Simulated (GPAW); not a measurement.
The system is Al4Co5, a slab with vacuum.

```
Co Al
1.0
     2.81940    0.00000    0.00000
     0.00000    2.81940    0.00000
     0.00000    0.00000   26.27761
Co Al
5 4
Direct
  0.50000 0.50000 0.28541
  0.50000 0.50000 0.39271
  0.50000 0.50000 0.50000
  0.50000 0.50000 0.60729
  0.50000 0.50000 0.71459
  0.00000 0.00000 0.33906
  0.00000 0.00000 0.44635
  0.00000 0.00000 0.55365
  0.00000 0.00000 0.66094
```

The cell isn't the ideal one: the (1 0 0) slab of AlCo, cut from the database cell, not relaxed.

Base run:

* Program: GPAW 26.7.0
* Functional: RPBE
* Potentials or basis: the program's PAW data sets (release 1.2.1) made for this functional
* Cutoff: 450 eV
* Basis: pw
* k mesh: 9 × 9 × 1
* Occupations: fermi-dirac, width 0.05 eV
* Spin: collinear spin, ferromagnetic start
* Starting moments: [2.0, 0.0, 2.0, 0.0, 2.0, 0.0, 2.0, 0.0, 2.0] μB

Its results: band gap on the k mesh none (metal or under the smearing width); net moment 2.99 μB per cell; site moments Co +1.37, +0.06, +0.09; Al -0.03, -0.01 μB; largest force 0.800 eV/Å.

Task: The run is repeated on the same cell with these changes: functional from RPBE to LDA. What comes out?

Result: Band gap on the k mesh none (metal or under the smearing width); net moment 2.58 μB per cell; site moments Co +1.15, +0.08, +0.09; Al -0.02, -0.00 μB; largest force 0.544 eV/Å.
